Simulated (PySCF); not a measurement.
# Co(OH)₃: singlet, from a trigonal pyramidal start

Where does singlet Co(OH)₃ go from a trigonal pyramidal start, is the end point a minimum, and what are its modes, charges and moments?

Program: PySCF 2.14.0. Level of theory: PBE0, basis Co def2-TZVP, O def2-TZVP, H def2-TZVP, no relativity, density fitting. These are calculated values, not measurements.

**1. The starting structure**

7 atoms, charge 0, spin multiplicity 1.

Bond lengths: Co1–O2 1.740 Å, Co1–O3 1.740 Å, Co1–O4 1.740 Å, O2–H5 0.960 Å, O3–H6 0.960 Å, O4–H7 0.960 Å. Angles: O2–Co1–O3 99.8°, O2–Co1–O4 99.8°, O3–Co1–O4 99.8°, Co1–O2–H5 130.0°, Co1–O3–H6 130.0°, Co1–O4–H7 130.0°.

```xyz
7
charge 0 multiplicity 1
Co    0.0000    0.0000    0.0000
O     1.5363    0.0000    0.8169
O    -0.7682    1.3305    0.8169
O    -0.7682   -1.3305    0.8169
H     2.0812   -0.7354    1.1066
H    -0.4037    2.1701    1.1066
H    -1.6775   -1.4346    1.1066
```

**2. Finding the electronic state**

The steps below are one call of a driver around PySCF. For each, scf.py gives the equivalent set-up of the SCF; relaxations use the driver's own optimiser. After this first run the driver tries any further starts and a stability analysis.

Contents of scf.py:

```python
from pyscf import gto, scf, dft
mol = gto.M(atom='''
Co     0.000000     0.000000     0.000000
O      1.536300     0.000000     0.816900
O     -0.768200     1.330500     0.816900
O     -0.768200    -1.330500     0.816900
H      2.081200    -0.735400     1.106600
H     -0.403700     2.170100     1.106600
H     -1.677500    -1.434600     1.106600''',
    basis={'Co': 'def2-TZVP', 'O': 'def2-TZVP', 'H': 'def2-TZVP'},
    charge=0, spin=0)
mf = dft.RKS(mol, xc='PBE0')
mf.grids.atom_grid = (50, 194)
aux = {'Co': 'def2-universal-JKFIT', 'O': 'def2-universal-JKFIT', 'H': 'def2-universal-JKFIT'}
mf = mf.density_fit(auxbasis=aux)
mf.conv_tol = 1e-08
mf.diis_space = 10
mf.max_cycle = 60
mf.init_guess = 'minao'
mf.verbose = 4
mf.kernel()
```

On the command line:

```bash
$ OMP_NUM_THREADS=4 python axn.py task.json out
```

The log of the run:

```text
init E= -1608.88048474977
  HOMO = 0.039736480047329  LUMO = 0.0739579711198728  gap/eV = 0.93121
cycle= 1 E= -1589.88126062088  delta_E=   19  |g|= 7.81  |ddm|= 11.2
  HOMO = -1.19084491392456  LUMO = -0.992004033415152  gap/eV = 5.41074
cycle= 2 E= -1494.27066815054  delta_E= 95.6  |g|= 25.6  |ddm|= 24.3
  HOMO = -0.773903921628078  LUMO = -0.744477367536293  gap/eV = 0.80074
cycle= 3 E= -1560.49192652622  delta_E= -66.2  |g|= 19.2  |ddm|= 11.1
  HOMO = -0.71025844049042  LUMO = -0.672860123250614  gap/eV = 1.01766
cycle= 4 E= -1574.52744954445  delta_E=  -14  |g|= 16.5  |ddm|= 3.18
  HOMO = -0.647845294869916  LUMO = -0.595598147029471  gap/eV = 1.42172
cycle= 5 E= -1588.73349612096  delta_E= -14.2  |g|= 12.9  |ddm|= 4.53
  HOMO = -0.561410446716008  LUMO = -0.500143225500444  gap/eV = 1.66717
cycle= 6 E= -1595.19577396339  delta_E= -6.46  |g|= 10.6  |ddm|= 3.74
  HOMO = -0.591655297411431  LUMO = -0.549816493056793  gap/eV = 1.13849
cycle= 7 E= -1601.97698521985  delta_E= -6.78  |g|= 7.77  |ddm|= 5.61
  HOMO = -0.386482218601581  LUMO = -0.352952748731474  gap/eV = 0.91238
cycle= 8 E= -1601.38515975632  delta_E= 0.592  |g|= 6.94  |ddm|=  2.1
  HOMO = -0.338694747950954  LUMO = -0.290124105320206  gap/eV = 1.32167
cycle= 9 E= -1601.4897337282  delta_E= -0.105  |g|= 6.66  |ddm|= 2.45
  HOMO = -0.442059609745631  LUMO = -0.349539429454751  gap/eV = 2.51760
cycle= 10 E= -1603.05962730423  delta_E= -1.57  |g|= 5.86  |ddm|= 2.53
  HOMO = -0.319862624660486  LUMO = -0.316795485891349  gap/eV = 0.08346
cycle= 11 E= -1604.46133119135  delta_E= -1.4  |g|=  5.6  |ddm|= 2.38
  HOMO = 0.066849185746934  LUMO = 0.153641089996896  gap/eV = 2.36173
cycle= 12 E= -1585.37328526106  delta_E= 19.1  |g|= 9.27  |ddm|= 12.9
  HOMO = -0.340050041465495  LUMO = -0.306158445416199  gap/eV = 0.92224
cycle= 13 E= -1608.85175864113  delta_E= -23.5  |g|= 2.53  |ddm|= 12.7
  HOMO = -0.289825749218964  LUMO = -0.186869577488296  gap/eV = 2.80158
cycle= 14 E= -1609.44485464791  delta_E= -0.593  |g|= 1.69  |ddm|= 0.734
  HOMO = -0.348602271423166  LUMO = -0.20935591879821  gap/eV = 3.78909
cycle= 15 E= -1609.56766366997  delta_E= -0.123  |g|= 1.38  |ddm|= 0.401
  HOMO = -0.282372624177646  LUMO = -0.13906163231013  gap/eV = 3.89969
cycle= 16 E= -1609.61344991627  delta_E= -0.0458  |g|= 1.25  |ddm|= 0.397
  HOMO = -0.302750434046936  LUMO = -0.147108258260824  gap/eV = 4.23524
cycle= 17 E= -1609.77813851778  delta_E= -0.165  |g|= 0.589  |ddm|= 0.338
  HOMO = -0.274195758603825  LUMO = -0.118234947802197  gap/eV = 4.24391
cycle= 18 E= -1609.81271130049  delta_E= -0.0346  |g|= 0.221  |ddm|= 0.239
  HOMO = -0.28064892293089  LUMO = -0.117451449270803  gap/eV = 4.44083
cycle= 19 E= -1609.82061024385  delta_E= -0.0079  |g|= 0.055  |ddm|= 0.112
  HOMO = -0.281504749651634  LUMO = -0.113923305681912  gap/eV = 4.56012
cycle= 20 E= -1609.82094045535  delta_E= -0.00033  |g|= 0.0486  |ddm|= 0.0598
  HOMO = -0.281399845177982  LUMO = -0.113559483783923  gap/eV = 4.56717
cycle= 21 E= -1609.82149182953  delta_E= -0.000551  |g|= 0.00992  |ddm|= 0.035
  HOMO = -0.281802081227626  LUMO = -0.113346765694406  gap/eV = 4.58390
cycle= 22 E= -1609.82158446863  delta_E= -9.26e-05  |g|= 0.00515  |ddm|= 0.0213
  HOMO = -0.282210866187809  LUMO = -0.113147904160535  gap/eV = 4.60044
cycle= 23 E= -1609.82165125265  delta_E= -6.68e-05  |g|= 0.0027  |ddm|= 0.0248
  HOMO = -0.282355416720074  LUMO = -0.112997479734436  gap/eV = 4.60846
cycle= 24 E= -1609.82167798422  delta_E= -2.67e-05  |g|= 0.00154  |ddm|= 0.0167
  HOMO = -0.282376743960952  LUMO = -0.112929491225896  gap/eV = 4.61089
cycle= 25 E= -1609.82168907544  delta_E= -1.11e-05  |g|= 0.000816  |ddm|= 0.0123
  HOMO = -0.282383102745134  LUMO = -0.112887116143999  gap/eV = 4.61222
cycle= 26 E= -1609.82169248116  delta_E= -3.41e-06  |g|= 0.00032  |ddm|= 0.00914
  HOMO = -0.282395408842778  LUMO = -0.11286494293971  gap/eV = 4.61316
cycle= 27 E= -1609.82169266641  delta_E= -1.85e-07  |g|= 0.000142  |ddm|= 0.00218
  HOMO = -0.282395091459327  LUMO = -0.112859705045765  gap/eV = 4.61329
cycle= 28 E= -1609.82169267547  delta_E= -9.06e-09  |g|= 3.59e-05  |ddm|= 0.000389
  HOMO = -0.282388839119338  LUMO = -0.112848817413876  gap/eV = 4.61342
Extra cycle  E= -1609.82169267351  delta_E= 1.96e-09  |g|= 0.000148  |ddm|= 8.12e-05
converged SCF energy = -1609.82169267351
```

This step, with its further starts and checks, ran for 19 s (4 threads of Arm Neoverse V2, shared host).

The starts that the driver tried:

```csv
start,energy (Eh)
the minimal-basis guess,-1609.821693
a thermally smeared density,-1609.821693
a smeared PBE density,-1609.821693
```

The test of internal stability and the other starts found no lower closed-shell solution.

**3. Trigonal pyramidal start, singlet: relaxation**

The program finds C3 symmetry in the start, which this walk keeps.

scf.py, as its differences from that of step 2:

```diff
@@ -3,7 +3,7 @@
-Co     0.000000     0.000000     0.000000
-O      1.536300     0.000000     0.816900
-O     -0.768200     1.330500     0.816900
-O     -0.768200    -1.330500     0.816900
-H      2.081200    -0.735400     1.106600
-H     -0.403700     2.170100     1.106600
-H     -1.677500    -1.434600     1.106600''',
+Co    -0.000000    -0.000002    -0.386974
+O      1.536331     0.000002     0.429925
+O     -0.768166     1.330504     0.429919
+O     -0.768166    -1.330500     0.429933
+H      2.081187    -0.735427     0.719629
+H     -0.403692     2.170080     0.719614
+H     -1.677496    -1.434642     0.719633''',
@@ -19 +18,0 @@
-mf.init_guess = 'minao'
```

The optimiser's trace:

```csv
step,energy (Eh),change (kJ/mol),largest symmetric gradient (Eh/bohr)
0,-1609.821693,0.00,0.05093
1,-1609.839731,-47.36,0.02849
2,-1609.847362,-67.39,0.03699
3,-1609.850383,-75.33,0.02123
4,-1609.853077,-82.40,0.00931
5,-1609.855067,-87.62,0.00707
6,-1609.857530,-94.09,0.00951
7,-1609.859425,-99.07,0.01485
8,-1609.860758,-102.56,0.00726
9,-1609.861911,-105.59,0.00638
10,-1609.862726,-107.73,0.00450
11,-1609.863076,-108.65,0.01002
12,-1609.864010,-111.10,0.00229
13,-1609.865048,-113.83,0.00882
14,-1609.865898,-116.06,0.00431
15,-1609.866294,-117.10,0.00207
16,-1609.866336,-117.21,0.00508
17,-1609.866389,-117.35,0.00188
18,-1609.866409,-117.40,0.00120
19,-1609.866421,-117.43,0.00081
20,-1609.866450,-117.51,0.00121
21,-1609.866483,-117.60,0.00131
22,-1609.866498,-117.64,0.00066
23,-1609.866501,-117.64,0.00011
```

The walk took 65 s.

Positions (Å) and forces (eV/Å) along the way:

```
step 0
Co   0.000   0.000  -0.387   0.004  -0.004   2.619
O    1.536   0.000   0.430   0.482   1.002  -0.715
O   -0.768   1.331   0.430  -1.107  -0.077  -0.711
O   -0.768  -1.331   0.430   0.620  -0.922  -0.713
H    2.081  -0.735   0.720  -0.677  -0.498  -0.160
H   -0.404   2.170   0.720   0.772  -0.337  -0.160
H   -1.677  -1.435   0.720  -0.094   0.837  -0.160
step 1
Co   0.000   0.000  -0.323  -0.003   0.000   1.465
O    1.586   0.039   0.371   0.666  -0.041  -0.245
O   -0.827   1.354   0.371  -0.295   0.597  -0.243
O   -0.760  -1.393   0.371  -0.367  -0.555  -0.244
H    2.023  -0.744   0.758  -0.890   0.370  -0.244
H   -0.368   2.124   0.758   0.125  -0.956  -0.244
H   -1.656  -1.380   0.758   0.764   0.583  -0.245
step 12
Co   0.000   0.000  -0.364   0.001   0.001   0.114
O    1.635  -0.120   0.125  -0.017  -0.085   0.000
O   -0.714   1.476   0.125   0.080   0.028  -0.001
O   -0.922  -1.356   0.125  -0.065   0.054  -0.002
H    1.719  -0.478   1.017   0.107   0.052  -0.036
H   -0.446   1.728   1.017  -0.099   0.066  -0.037
H   -1.273  -1.250   1.017  -0.007  -0.117  -0.038
step 23
Co   0.000   0.000  -0.263  -0.004   0.002  -0.006
O    1.639  -0.300   0.089   0.002   0.001  -0.003
O   -0.560   1.570   0.089   0.001   0.000  -0.002
O   -1.080  -1.270   0.089   0.001  -0.002  -0.003
H    1.879  -0.350   1.020   0.004   0.000   0.005
H   -0.636   1.802   1.020  -0.002   0.002   0.005
H   -1.243  -1.452   1.020  -0.002  -0.004   0.005
```

It settles in C3v symmetry, 117.6 kJ/mol below the start, after 23 steps: Co–O 1.703 Å (×3), O–H 0.963 Å (×3); Co–O–H 116.6° (×3), O–Co–O 115.9° (×3).

**4. Frequencies**

The point is checked on the finer grid, and tightened if its gradient asks for it. The Hessian and the dipole derivatives come from central differences of analytic gradients, with steps of 0.02 bohr.

scf.py, as its differences from that of step 3:

```diff
@@ -3,7 +3,7 @@
-Co    -0.000000    -0.000002    -0.386974
-O      1.536331     0.000002     0.429925
-O     -0.768166     1.330504     0.429919
-O     -0.768166    -1.330500     0.429933
-H      2.081187    -0.735427     0.719629
-H     -0.403692     2.170080     0.719614
-H     -1.677496    -1.434642     0.719633''',
+Co    -0.000000    -0.000001    -0.188377
+O      1.639053    -0.303249     0.162591
+O     -0.556904     1.571088     0.162582
+O     -1.082149    -1.267836     0.162597
+H      1.879942    -0.347813     1.093590
+H     -0.638751     1.801992     1.093579
+H     -1.241190    -1.454162     1.093596''',
@@ -13 +13 @@
-mf.grids.atom_grid = (50, 194)
+mf.grids.atom_grid = (75, 302)
@@ -16 +16 @@
-mf.conv_tol = 1e-08
+mf.conv_tol = 1e-10
```

The driver hands on the density of the step before, so the log starts near convergence.

SCF at the final geometry:

```text
init E= -1609.86643720225
  HOMO = -0.292372323251723  LUMO = -0.103086510897596  gap/eV = 5.15073
cycle= 1 E= -1609.86643720167  delta_E= 5.72e-10  |g|= 7.31e-05  |ddm|= 2.8e-05
  HOMO = -0.292388666090181  LUMO = -0.103104810974949  gap/eV = 5.15068
cycle= 2 E= -1609.86643718999  delta_E= 1.17e-08  |g|= 0.000332  |ddm|= 0.000124
  HOMO = -0.292375304221993  LUMO = -0.103089930102937  gap/eV = 5.15072
cycle= 3 E= -1609.86643720226  delta_E= -1.23e-08  |g|= 4.96e-06  |ddm|= 0.000101
  HOMO = -0.292375308960462  LUMO = -0.103089880877508  gap/eV = 5.15072
cycle= 4 E= -1609.86643720227  delta_E= -5.91e-12  |g|= 4.37e-07  |ddm|= 2.52e-06
  HOMO = -0.292375199468608  LUMO = -0.103089769221754  gap/eV = 5.15072
Extra cycle  E= -1609.86643720228  delta_E= -1.07e-11  |g|= 1.87e-06  |ddm|= 8.8e-07
converged SCF energy = -1609.86643720228
```

The whole step took 60 s.

Geometry: C3v; Co–O 1.703 Å (×3), O–H 0.963 Å (×3); Co–O–H 116.6° (×3), O–Co–O 115.9° (×3).

Harmonic modes (main isotopes):

```tsv
symmetry	ω (cm⁻¹)	IR (km/mol)
e	160	1.0
a1	209	13.8
a2	256	0.0
e	471	109
a1	699	11.1
e	778	387
e	839	303
a1	878	8.3
e	3844	122
a1	3850	101
```

Every mode is real; the point is a minimum.

Properties at this point:

```yaml
Dipole_moment: 3.08 D
Highest_occupied_level: -7.96 eV
Lowest_empty_level: -2.81 eV
Rotational_constants: 0.2129, 0.2129, 0.1168 cm⁻¹
Zero-point_energy: 108.1 kJ/mol
Principal_polarisabilities: 31.6, 45.3, 45.3 bohr³
Atomisation_energy_without_zero-point_energy: 2154 kJ/mol
Principal_traceless_quadrupole_moments_about_the_centre_of_mass: -4.92, -4.92, 9.84 D Å
Entropy_at_298.15_K_and_1_bar: 312.3 J/(mol K)
Heat_capacity_Cp_at_298.15_K: 91.4 J/(mol K)
Enthalpy_at_298.15_K_above_0_K: 18.44 kJ/mol
Rotational_symmetry_number: 3
```

Populations by atom (charges in e):

| atom | Mulliken | Löwdin | polar tensor | Mayer order to Co1 |
| --- | --- | --- | --- | --- |
| Co1 | 0.89 | 0.20 | 1.41 | – |
| O2,3,4 | -0.61 | -0.23 | -0.72 | 1.04 |
| H5,6,7 | 0.32 | 0.16 | 0.25 | 0.02 |

Mulliken populations on Co1: s 6.40, p 12.31, d 7.41, f 0.00.

**5. A spin-polarised start**

A stability analysis found the closed shell of the lowest minimum unstable towards spin polarisation, so the unrestricted solution is followed.

The program finds C3v symmetry in the start, which may break.

scf.py, as its differences from that of step 4:

```diff
@@ -3,7 +3,7 @@
-Co    -0.000000    -0.000001    -0.188377
-O      1.639053    -0.303249     0.162591
-O     -0.556904     1.571088     0.162582
-O     -1.082149    -1.267836     0.162597
-H      1.879942    -0.347813     1.093590
-H     -0.638751     1.801992     1.093579
-H     -1.241190    -1.454162     1.093596''',
+Co    -0.000000    -0.000001    -0.188437
+O      1.639053    -0.303249     0.162531
+O     -0.556904     1.571088     0.162521
+O     -1.082149    -1.267836     0.162536
+H      1.879942    -0.347813     1.093529
+H     -0.638751     1.801992     1.093518
+H     -1.241190    -1.454162     1.093536''',
@@ -12,2 +12,2 @@
-mf = dft.RKS(mol, xc='PBE0')
-mf.grids.atom_grid = (75, 302)
+mf = dft.UKS(mol, xc='PBE0')
+mf.grids.atom_grid = (50, 194)
@@ -16 +16 @@
-mf.conv_tol = 1e-10
+mf.conv_tol = 1e-08
```

The optimiser's trace:

```csv
step,energy (Eh),change (kJ/mol),largest gradient (Eh/bohr)
0,-1609.869941,0.00,0.00905
1,-1609.870715,-2.03,0.00229
2,-1609.871057,-2.93,0.00226
3,-1609.871129,-3.12,0.00214
4,-1609.871200,-3.31,0.00060
5,-1609.871205,-3.32,0.00059
6,-1609.871207,-3.32,0.00037
7,-1609.871208,-3.33,0.00008
```

The walk took 42 s.

Positions (Å) and forces (eV/Å) along the way:

```
step 0
Co   0.000   0.000  -0.188  -0.004   0.002   0.027
O    1.639  -0.303   0.163   0.465  -0.084   0.039
O   -0.557   1.571   0.163  -0.157   0.443   0.040
O   -1.082  -1.268   0.163  -0.304  -0.360   0.039
H    1.880  -0.348   1.094   0.024  -0.004  -0.048
H   -0.639   1.802   1.094  -0.008   0.021  -0.048
H   -1.241  -1.454   1.094  -0.015  -0.018  -0.048
step 1
Co   0.000   0.000  -0.162   0.000   0.000   0.103
O    1.657  -0.306   0.160   0.118  -0.020  -0.045
O   -0.563   1.588   0.160  -0.042   0.113  -0.044
O   -1.093  -1.282   0.160  -0.077  -0.092  -0.045
H    1.909  -0.354   1.087   0.046  -0.008   0.010
H   -0.649   1.830   1.087  -0.016   0.043   0.011
H   -1.261  -1.477   1.087  -0.030  -0.036   0.010
step 4
Co   0.000  -0.001  -0.085   0.001  -0.004  -0.031
O    1.675  -0.310   0.157  -0.019   0.005   0.027
O   -0.569   1.605   0.157   0.007  -0.019   0.026
O   -1.106  -1.296   0.157   0.012   0.016   0.027
H    1.988  -0.366   1.065   0.011   0.000  -0.016
H   -0.674   1.904   1.065  -0.005   0.010  -0.017
H   -1.314  -1.536   1.065  -0.007  -0.009  -0.017
step 7
Co   0.001  -0.001  -0.084   0.001  -0.003  -0.004
O    1.675  -0.310   0.158   0.004   0.001  -0.001
O   -0.568   1.604   0.159  -0.002   0.003  -0.001
O   -1.106  -1.295   0.158  -0.003  -0.002  -0.002
H    1.996  -0.365   1.063   0.001   0.002   0.003
H   -0.677   1.909   1.064  -0.001   0.000   0.002
H   -1.320  -1.541   1.063  -0.001  -0.001   0.003
```

After 7 steps and 3.3 kJ/mol it ends at C3v: Co–O 1.720 Å (×3), O–H 0.962 Å (×3); Co–O–H 117.9° (×3), O–Co–O 118.1° (×3).

**6. Vibrations and properties at this point**

The same treatment as at the point before.

scf.py, as its differences from that of step 5:

```diff
@@ -3,7 +3,7 @@
-Co    -0.000000    -0.000001    -0.188437
-O      1.639053    -0.303249     0.162531
-O     -0.556904     1.571088     0.162521
-O     -1.082149    -1.267836     0.162536
-H      1.879942    -0.347813     1.093529
-H     -0.638751     1.801992     1.093518
-H     -1.241190    -1.454162     1.093536''',
+Co     0.000012    -0.000032    -0.139754
+O      1.674069    -0.309722     0.105194
+O     -0.568800     1.604690     0.104572
+O     -1.105295    -1.294897     0.105181
+H      1.992521    -0.368453     1.010881
+H     -0.677102     1.910217     1.010140
+H     -1.315676    -1.541079     1.010865''',
@@ -13 +13 @@
-mf.grids.atom_grid = (50, 194)
+mf.grids.atom_grid = (75, 302)
@@ -16 +16 @@
-mf.conv_tol = 1e-08
+mf.conv_tol = 1e-10
```

SCF at the final geometry:

```text
init E= -1609.8711293865
[... the frontier-level lines of each cycle are left out ...]
cycle= 1 E= -1609.87112938652  delta_E= -1.46e-11  |g|= 1.72e-06  |ddm|= 4.81e-06
Extra cycle  E= -1609.87112938653  delta_E= -9.55e-12  |g|= 4.86e-06  |ddm|= 5e-06
converged SCF energy = -1609.87112938653  <S^2> = 0.96367824  2S+1 = 2.2033413
```

The whole step ran for 2.7 min (4 threads of Arm Neoverse V2, shared host).

Geometry: C3v; Co–O 1.720 Å (×3), O–H 0.962 Å (×3); Co–O–H 117.9° (×3), O–Co–O 118.0° (×3).

Modes, for the most abundant isotopes:

```json
{"ω (cm⁻¹)": "28", "IR (km/mol)": "14.6"}
{"ω (cm⁻¹)": "28", "IR (km/mol)": "14.6"}
{"ω (cm⁻¹)": "171", "IR (km/mol)": "9.4"}
{"ω (cm⁻¹)": "205", "IR (km/mol)": "0.0"}
{"ω (cm⁻¹)": "400", "IR (km/mol)": "89.4"}
{"ω (cm⁻¹)": "400", "IR (km/mol)": "89.4"}
{"ω (cm⁻¹)": "646", "IR (km/mol)": "10.3"}
{"ω (cm⁻¹)": "740", "IR (km/mol)": "364"}
{"ω (cm⁻¹)": "740", "IR (km/mol)": "364"}
{"ω (cm⁻¹)": "761", "IR (km/mol)": "0.0"}
{"ω (cm⁻¹)": "761", "IR (km/mol)": "0.0"}
{"ω (cm⁻¹)": "779", "IR (km/mol)": "16.6"}
{"ω (cm⁻¹)": "3861", "IR (km/mol)": "84.3"}
{"ω (cm⁻¹)": "3861", "IR (km/mol)": "84.3"}
{"ω (cm⁻¹)": "3866", "IR (km/mol)": "106"}
```

Every mode is real; the point is a minimum.

The SCF density has lower symmetry than the nuclear frame, so the modes carry no labels; pairs that should be degenerate can split.

Constants and moments:

| Quantity | Value |
| --- | --- |
| Dipole moment | 3.29 D |
| Highest occupied level | -8.37 eV |
| Lowest empty level | -2.96 eV |
| Rotational constants | 0.2094, 0.2094, 0.1113 cm⁻¹ |
| Zero-point energy | 103.2 kJ/mol |
| Principal polarisabilities | 29.7, 47.8, 47.8 bohr³ |
| Atomisation energy without zero-point energy | 2166 kJ/mol |
| Principal traceless quadrupole moments about the centre of mass | -4.21, -4.21, 8.42 D Å |
| Entropy at 298.15 K and 1 bar | 347.6 J/(mol K) |
| Heat capacity Cp at 298.15 K | 96.8 J/(mol K) |
| Enthalpy at 298.15 K above 0 K | 20.78 kJ/mol |
| Rotational symmetry number | 3 |
| Spin squared ⟨S²⟩ | 0.964 |

Populations by atom (charges in e):

```tsv
atom	Mulliken	Löwdin	polar tensor	spin (Mulliken)	Mayer order to Co1
Co1	0.93	0.26	1.44	0.00	–
O2,3,4	-0.63	-0.25	-0.75	0.00	1.04
H5,6,7	0.32	0.16	0.27	0.00	0.02
```

Mulliken populations on Co1: s 6.41, p 12.32, d 7.34, f 0.00.

**7. All stationary points**

| spin | group | bonds | imaginary modes (cm⁻¹) | ΔE (kJ/mol) | with zero-point energy |
| --- | --- | --- | --- | --- | --- |
| broken-symmetry (Ms = 0) | C3v (density of lower symmetry) | Co–O 1.720 Å (×3), O–H 0.962 Å (×3) | none | 0.0 | 0.0 |
| singlet | C3v | Co–O 1.703 Å (×3), O–H 0.963 Å (×3) | none | 12.3 | 17.3 |

**8. Results**

| quantity | value |
| --- | --- |
| minimum | broken-symmetry (Ms = 0), C3v |
| geometry | Co–O 1.720 Å (×3), O–H 0.962 Å (×3); Co–O–H 117.9° (×3), O–Co–O 118.0° (×3) |
| wavenumbers (cm⁻¹) | 28, 28, 171, 205, 400, 400, 646, 740, 740, 761, 761, 779, 3861, 3861, 3866 |
| dipole moment | 3.29 D |
| highest occupied, lowest empty level (either spin) | -8.37, -2.96 eV |
| polar-tensor charge of Co1 | +1.44 e |
| zero-point energy | 103.2 kJ/mol |
| entropy at 298.15 K | 347.6 J/(mol K) |
| atomisation energy (no zero-point energy) | 2166 kJ/mol |
| ⟨S²⟩ | 0.964 |

What this shows: From C3 at the start the molecule goes to a C3v minimum. The determinant is spin-contaminated (⟨S²⟩ = 0.96 against 0.00), so it is no pure spin state. In the infrared the band at 740 cm⁻¹ leads. Other starts or spin states, not run here, may lie lower. The SCF density has lower symmetry than the nuclear frame.

The search up to here took 6 min.
